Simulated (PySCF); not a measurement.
# One shape, several levels: CH8InNSi (SMILES C[SiH](N)[InH2])

We compute a comparison of 6 runs (HF/STO-3G, PBE0/def2-SVP, r2SCAN/def2-SVP, wB97X/def2-SVP, PBE0/def2-TZVP, MP2/def2-SVPD) of CH8InNSi. 

The results are computed with PySCF 2.14.0.

**1. The molecule**

CH8InNSi: 12 atoms, total charge 0, spin state singlet. As SMILES, `C[SiH](N)[InH2]`. Geometry: a GFN2-xTB relaxation, a rough one for these elements and not checked as a minimum. This is one conformer, not always the lowest.

Bond lengths: C1–Si2 1.905 Å, Si2–N3 1.734 Å, Si2–In4 2.607 Å, C1–H5 1.088 Å, C1–H6 1.086 Å, C1–H7 1.088 Å, Si2–H8 1.492 Å, N3–H9 1.010 Å, N3–H10 1.010 Å, In4–H11 1.787 Å, In4–H12 1.795 Å. Some angles: C1–Si2–N3 106.5°, C1–Si2–In4 108.8°, N3–Si2–In4 104.6°, C1–Si2–H8 107.9°, N3–Si2–H8 114.5°, In4–Si2–H8 114.2°, Si2–C1–H5 110.0°, Si2–C1–H6 112.7°, Si2–C1–H7 110.6°, Si2–N3–H9 117.6°.

**2. Energy and forces at HF/STO-3G (run 1)**

The input, calc.py:

```python
import pyscf.grad
from pyscf import gto, scf

mol = gto.M(
    atom='''
C       -0.488690       1.618210      -0.490870
Si      -0.155240       0.106380       0.618330
N        1.553020       0.080840       0.913030
In      -0.617500      -2.061960      -0.753570
H       -1.543350       1.661190      -0.755720
H       -0.230080       2.556220      -0.008450
H        0.082450       1.548050      -1.414340
H       -0.992790       0.244790       1.845400
H        1.936200      -0.732800       1.372490
H        2.004910       0.911570       1.267410
H       -0.944250      -2.203460      -2.504420
H       -0.604670      -3.729050      -0.089300
''',
    verbose=4,
    max_memory=1860,
    basis='sto-3g',
)

myscf = scf.RHF(mol)
myscf.conv_tol = 1e-10
myscf.kernel()
if not myscf.converged:
    myscf = myscf.newton().run(myscf.mo_coeff, myscf.mo_occ)

etot = myscf.e_tot
print('E = %.10f Eh' % etot)
grad = myscf.Gradients().kernel()
dip = myscf.dip_moment()
pop, q = myscf.mulliken_pop()
```

Started as:

```
$ OMP_NUM_THREADS=1 python calc.py
```

The log of the run:

```text
PySCF version 2.14.0

[... 66 lines left out ...]
converged SCF energy = -6064.29480038397
[... 12 lines left out ...]
Dipole moment(X, Y, Z, Debye): -0.21862,  0.38479,  1.25678
[... 67 lines left out ...]
charge of   11H =     -0.20889
```

It took 7.5 s on 1 thread of Intel Xeon at 2.70GHz, shared host; peak memory 0.13 GiB.

**3. Energy and forces at PBE0/def2-SVP (core potential) (run 2)**

The input, calc.py:

```python
# C[SiH](N)[InH2]
import pyscf.grad
from pyscf import gto, dft

mol = gto.M(
    atom='''
C     -0.488690     1.618210    -0.490870
Si    -0.155240     0.106380     0.618330
N      1.553020     0.080840     0.913030
In    -0.617500    -2.061960    -0.753570
H     -1.543350     1.661190    -0.755720
H     -0.230080     2.556220    -0.008450
H      0.082450     1.548050    -1.414340
H     -0.992790     0.244790     1.845400
H      1.936200    -0.732800     1.372490
H      2.004910     0.911570     1.267410
H     -0.944250    -2.203460    -2.504420
H     -0.604670    -3.729050    -0.089300
''',
    charge=0,
    max_memory=1860,
    ecp={'In': 'def2-svp'},
    spin=0,
    verbose=4,
    basis='def2-svp',
)

myscf = dft.RKS(mol)
myscf.xc = 'pbe0'
myscf.grids.level = 5
myscf.conv_tol = 1e-10
myscf.kernel()
if not myscf.converged:
    myscf = myscf.newton().run(myscf.mo_coeff, myscf.mo_occ)

e_tot = myscf.e_tot
print('E = %.10f Eh' % e_tot)
grad = myscf.Gradients().kernel()
dip = myscf.dip_moment()
pop, q = myscf.mulliken_pop()
```

Started as:

```
$ OMP_NUM_THREADS=1 python calc.py
```

The log of the run:

```text
PySCF version 2.14.0

[... 85 lines left out ...]
converged SCF energy = -576.891747536455
[... 13 lines left out ...]
Dipole moment(X, Y, Z, Debye):  0.92459,  1.58323,  1.26769
[... 125 lines left out ...]
charge of   11H =     -0.12447
```

Run time: 74 s. Hardware: 1 thread of Intel Xeon at 2.70GHz, shared host; peak memory 1.1 GiB.

Runs 3 to 5 aren't shown in full; the table further down has their settings and results.

**4. Energy and forces at MP2/def2-SVPD (core potential) (run 6)**

The input, job.py:

```python
import pyscf.grad
from pyscf import gto, mp

mol = gto.M(
    atom='''
C       -0.488690       1.618210      -0.490870
Si      -0.155240       0.106380       0.618330
N        1.553020       0.080840       0.913030
In      -0.617500      -2.061960      -0.753570
H       -1.543350       1.661190      -0.755720
H       -0.230080       2.556220      -0.008450
H        0.082450       1.548050      -1.414340
H       -0.992790       0.244790       1.845400
H        1.936200      -0.732800       1.372490
H        2.004910       0.911570       1.267410
H       -0.944250      -2.203460      -2.504420
H       -0.604670      -3.729050      -0.089300
''',
    ecp={'In': 'def2-svp'},
    verbose=3,
    basis='def2-svpd',
    charge=0,
    max_memory=1860,
)

mf = mol.RHF()
mf.conv_tol = 1e-10
mf.kernel()
if not mf.converged:
    mf = mf.newton().run(mf.mo_coeff, mf.mo_occ)

pt = mp.MP2(mf, frozen=11).run()
energy = pt.e_tot
print('Final energy', energy)
grad = pt.Gradients().kernel()
dip = mf.dip_moment()
pop, q = mf.mulliken_pop()
```

Started as:

```
$ OMP_NUM_THREADS=1 python job.py
```

The log of the run:

```text
converged SCF energy = -574.964596832327
[... 2 lines left out ...]
Final energy -575.5049653121466
[... 8 lines left out ...]
Dipole moment(X, Y, Z, Debye):  0.73260,  1.75269,  1.44405
[... 173 lines left out ...]
charge of   11H =     -0.17517
```

Run time: 2 min. Hardware: 1 thread of Intel Xeon at 2.70GHz, shared host; peak memory 1.9 GiB.

**5. All runs side by side**

```tsv
run	level	core potential	integration grid	energy (Eh)	dipole moment (D) of the reference	HOMO energy (eV)	LUMO energy (eV)	wall time
1	HF/STO-3G	–	–	-6064.294800	1.33	-6.89	5.61	7.5 s
2	PBE0/def2-SVP (core potential)	def2-svp	5	-576.891748	2.23	-6.73	-1.83	74 s
3	r2SCAN/def2-SVP (core potential)	def2-svp	5	-577.113177	2.28	-5.83	-2.32	1.9 min
4	wB97X/def2-SVP (core potential)	def2-svp	5	-577.139533	2.22	-8.93	-0.05	1.9 min
5	PBE0/def2-TZVP (core potential)	def2-svp	5	-577.115012	2.26	-6.82	-1.90	3.2 min
6	MP2/def2-SVPD (core potential)	def2-svp	–	-575.504965	2.39	-9.28	0.68	2 min
```

**6. Summary of results**

```
                                           quantity          value
                                run 6: total energy  -575.50497 Eh
        run 6: dipole moment (Hartree–Fock density)         2.39 D
         run 6: HOMO energy (Hartree–Fock orbitals)       -9.28 eV
         run 6: LUMO energy (Hartree–Fock orbitals)        0.68 eV
       run 6: HOMO–LUMO gap (Hartree–Fock orbitals)        9.96 eV
run 6: correlation energy (11 core orbitals frozen)     -540.4 mEh
                    run 6: largest force on an atom     1.057 eV/Å
```

Over runs 1, 2, 3, 4, 5 the dipole moment (its size) runs from 1.33 D (HF/STO-3G) to 2.28 D (r2SCAN/def2-SVP). The two ends differ in method and basis and core potential. Over runs 1, 2, 3, 4, 5 the HOMO–LUMO gap runs from 3.52 eV (r2SCAN/def2-SVP) to 12.50 eV (HF/STO-3G). Totals of different functionals can't be ranked against each other. Some runs of one species differ in core potentials or relativity; totals across that change don't compare. In run 1 the basis is minimal, so the values are rough. In run 1 relativity is left out where basis or elements ask for it. All runs together took 10 min, the longest 3.2 min.
